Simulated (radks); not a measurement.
# Ag¹⁶⁺ in [Ar] 3d10 4s2 4p1: an all-electron calculation

One table from this session's results is given with a row withheld; the runs are named, their logs left out.

The numbers are computed with radks (a radial shooting solver on a logarithmic mesh, Libxc functionals) version 1 (Dirac Kohn-Sham, LDA (Slater exchange, Perdew-Wang correlation), spin-unpolarised, spherical densities, finite nucleus; open shells fill j = l - 1/2 first), except any that are marked as measured or tabulated.

## The atom as given

- element: silver (Z = 47)
- charge: +16
- electrons: 31
- configuration: [Ar] 3d10 4s2 4p1
- nuclear rms radius: 4.5454 fm

The first run:

Input:

```text
Z 47
configuration [Ar] 3d10 4s2 4p1
relativity Dirac
functional lda,pw
spin unpolarised
j_filling energy
nucleus finite rms 4.5454 fm
c 137.035999084
```

The run is started by

```sh
> python run_ks.py task.json out
```

The same process makes all the runs of this session.

Among the steps run: Self-consistent calculation.

One of the session's tables, all rows but one given; the rest of the session is left out.

It belongs to the step «Shells». Radial moments (bohr):

| level | <r> | outermost maximum (interpolated) | 90 % within | nodes |
| --- | --- | --- | --- | --- |
| 1s1/2 | 0.03114 | 0.0202 | 0.0559 | 0 |
| 2s1/2 | 0.1346 | 0.114 | 0.208 | 1 |
| 2p1/2 | 0.1140 | 0.0881 | 0.187 | 0 |
| 2p3/2 | 0.1191 | 0.0924 | 0.194 | 0 |
| 3s1/2 | 0.3655 | 0.332 | 0.538 | 2 |
| 3p1/2 | 0.3562 | 0.317 | 0.536 | 1 |
| 3p3/2 | 0.3667 | 0.327 | 0.551 | 1 |
| 3d3/2 | 0.3369 | 0.269 | 0.531 | 0 |
| 3d5/2 | 0.3402 | 0.272 | 0.536 | 0 |
| 4s1/2 | ? | ? | ? | ? |
| 4p1/2 | 0.8211 | 0.784 | 1.18 | 2 |
| 4p3/2 | 0.8375 | 0.802 | 1.20 | 2 |

Q: Estimate the row for 4s1/2 from the others.

The run gave: <r>: 0.8017; outermost maximum (interpolated): 0.769; 90 % within: 1.14; nodes: 3. In the column «<r>» it lies between 3p3/2 (0.3667) and 4p1/2 (0.8211).

To keep in mind: Spin polarisation and multiplet splitting are left out.
